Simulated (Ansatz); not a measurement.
# CH6BNOSSi: how energies converge with the basis set

An exercise on one series of results from a longer session: the logs are not shown, and one member is left open.

Computed with Ansatz 0.2.0, Gaussian basis. Level: one geometry, several basis sets.

Plan: PBE0-D4/def2-SVP; ωB97M-V/def2-SVP; PBE0-D4/def2-QZVPP; ωB97M-V/def2-QZVPP; the functionals' def2-TZVPP values are taken from earlier runs.

### The geometry

An earlier PBE0-D4 in a triple-zeta def2 set relaxation fixed the geometry.

SMILES `CSB1O[SiH]1N`, 12 atoms, charge 0, spin multiplicity 1.

Atoms are counted from 1 here; the program's logs count them from 0.

Bond lengths: C1–S2 1.813 Å, C1–H7 1.089 Å, C1–H8 1.089 Å, C1–H9 1.089 Å, S2–B3 1.773 Å, B3–O4 1.362 Å, B3–Si5 1.886 Å, O4–Si5 1.733 Å, Si5–N6 1.693 Å, Si5–H10 1.478 Å, N6–H11 1.006 Å, N6–H12 1.006 Å. Angles: S2–C1–H7 109.1°, S2–C1–H8 109.6°, S2–C1–H9 109.2°, H7–C1–H8 109.9°, H7–C1–H9 109.4°, H8–C1–H9 109.8°, C1–S2–B3 101.5°, S2–B3–O4 131.3°, S2–B3–Si5 166.5°, O4–B3–Si5 62.1°, B3–O4–Si5 74.0°, B3–Si5–O4 44.0°, B3–Si5–N6 126.9°, B3–Si5–H10 126.2°, O4–Si5–N6 119.4°, O4–Si5–H10 110.4°, N6–Si5–H10 106.9°, Si5–N6–H11 122.3° and more.

As a file:

```mol
CH6BNOSSi
  3D, bonds by distance, orders not assigned

 12 12  0  0  0  0  0  0  0  0999 V2000
   -0.8451   -1.0573    2.2668 C   0  0
    0.9232   -0.8669    1.9138 S   0  0
    0.8841    0.1141    0.4370 B   0  0
    1.8865    0.6126   -0.3388 O   0  0
    0.4068    1.0737   -1.1144 Si  0  0
    0.0263    0.4264   -2.6318 N   0  0
   -1.0892   -2.1185    2.2984 H   0  0
   -1.4269   -0.5668    1.4884 H   0  0
   -1.0673   -0.6059    3.2330 H   0  0
    0.3294    2.5442   -1.2424 H   0  0
    0.1432    0.9482   -3.4842 H   0  0
   -0.0941   -0.5590   -2.7921 H   0  0
  1  2  8  0
  2  3  8  0
  3  4  8  0
  4  5  8  0
  5  6  8  0
  1  7  8  0
  1  8  8  0
  1  9  8  0
  5 10  8  0
  6 11  8  0
  6 12  8  0
  3  5  8  0
M  END
```

The first run:

File in.yaml:

```yaml
crystal:
  periodic: [false, false, false]
  atoms:
    - {symbol: C, position_ang: [-0.845078, -1.057328, 2.266846]}
    - {symbol: S, position_ang: [0.923182, -0.866926, 1.913829]}
    - {symbol: B, position_ang: [0.884092, 0.114128, 0.436989]}
    - {symbol: O, position_ang: [1.886549, 0.612605, -0.338759]}
    - {symbol: Si, position_ang: [0.406820, 1.073676, -1.114416]}
    - {symbol: N, position_ang: [0.026329, 0.426362, -2.631793]}
    - {symbol: H, position_ang: [-1.089166, -2.118513, 2.298388]}
    - {symbol: H, position_ang: [-1.426931, -0.566776, 1.488430]}
    - {symbol: H, position_ang: [-1.067251, -0.605895, 3.232984]}
    - {symbol: H, position_ang: [0.329383, 2.544176, -1.242360]}
    - {symbol: H, position_ang: [0.143171, 0.948151, -3.484185]}
    - {symbol: H, position_ang: [-0.094101, -0.558963, -2.792055]}
basis:
  gaussian: {orbitals: def2-SVP}
hamiltonian: {xc: pbe0, dispersion: d4}
output: {orbitals: {seedname: orbitals}}
```

Among the steps run: PBE0-D4 in def2-SVP; ωB97M-V in def2-SVP; PBE0-D4 in def2-QZVPP; ωB97M-V in def2-QZVPP.

One table of the session follows, with a row left open; its other results are not shown here.

It belongs to the step «Functionals by basis». 

```
functional       basis  HOMO (eV)  LUMO (eV)
   PBE0-D4    def2-SVP      -6.50      -0.05
   PBE0-D4  def2-TZVPP      -6.60      -0.44
   PBE0-D4  def2-QZVPP          ?          ?
   ωB97M-V    def2-SVP      -8.61       2.03
   ωB97M-V  def2-TZVPP      -8.72       1.42
   ωB97M-V  def2-QZVPP      -8.76       1.14
```

**Question.** Estimate the row for PBE0-D4, def2-QZVPP.

The run gave: HOMO (eV): -6.63; LUMO (eV): -0.56. In the column «HOMO (eV)» it lies between ωB97M-V, def2-SVP (-8.61) and PBE0-D4, def2-TZVPP (-6.60).
